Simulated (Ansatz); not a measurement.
# NiSi: the cost of one run

Program: Ansatz 0.2.0. Level of theory: DFT PBE, scalar-relativistic, plane waves, PAW. These are calculated values, not measurements.

### 1 The system as given

Symmetry: Pnma, No. 62, orthorhombic system. The conventional cell has a = 5.173 Å, b = 3.338 Å, c = 5.605 Å, α = 90.00°, β = 90.00°, γ = 90.00°. Si (site symmetry m) has 6 Ni at 2.28 to 2.40 Å as nearest neighbours. Ni (site symmetry m) is surrounded by 6 Si at 2.28 to 2.40 Å.

Coordinates:

```cif
data_structure
_symmetry_space_group_name_H-M 'P 1'
_symmetry_Int_Tables_number 1
_cell_length_a 5.1731
_cell_length_b 3.3381
_cell_length_c 5.6049
_cell_angle_alpha 90.000
_cell_angle_beta 90.000
_cell_angle_gamma 90.000
_cell_volume 96.79
loop_
_atom_site_label
_atom_site_type_symbol
_atom_site_fract_x
_atom_site_fract_y
_atom_site_fract_z
_atom_site_occupancy
Si1 Si 0.32128 0.75000 0.08250 1
Si2 Si 0.17872 0.25000 0.58250 1
Si3 Si 0.82128 0.75000 0.41750 1
Si4 Si 0.67872 0.25000 0.91750 1
Ni1 Ni 0.00779 0.25000 0.18752 1
Ni2 Ni 0.49221 0.75000 0.68752 1
Ni3 Ni 0.50779 0.25000 0.31248 1
Ni4 Ni 0.99221 0.75000 0.81248 1
```

The moments start at Ni 0.80 μB.

### 2 First run, at the start cell

input.yaml

```yaml
crystal:
  lattice:
    - [5.1731, 0.0, 0.0]
    - [0.0, 3.3381, 0.0]
    - [0.0, 0.0, 5.6049]
  atoms:
    - { symbol: Si, position: [0.32128, 0.75, 0.0825] }
    - { symbol: Si, position: [0.17872, 0.25, 0.5825] }
    - { symbol: Si, position: [0.82128, 0.75, 0.4175] }
    - { symbol: Si, position: [0.67872, 0.25, 0.9175] }
    - { symbol: Ni, position: [0.00779, 0.25, 0.18752], spin: 0.8 }
    - { symbol: Ni, position: [0.49221, 0.75, 0.68752], spin: 0.8 }
    - { symbol: Ni, position: [0.50779, 0.25, 0.31248], spin: 0.8 }
    - { symbol: Ni, position: [0.99221, 0.75, 0.81248], spin: 0.8 }
basis:
  ecutwfc: 420
  ecutrho_ratio: 4
kpoints:
  mp_grid: { grid: [4, 6, 4] }
hamiltonian:
  xc: pbe
scf:
  occupations: { method: gaussian, width: 0.05 }
output:
  forces: true
  stress: true
  eigenvalues: true
  populations: true
magnetization:
  spin_polarized: true
relax:
  f_tol: 0.03
  max_steps: 60
  cell: { stress_tol: 0.3 }
```

Launch:

```console
$ ansatz run input.yaml --threads 4 --pin off --max-ram 10240MiB --backend cpu --events-out ev --progress --plain --runs-dir out
```

Q: Estimate wall time and peak memory on 4 threads of Intel Xeon 6975P-C (Granite Rapids), shared host.

About 15 s, with a peak of 0.68 GiB.
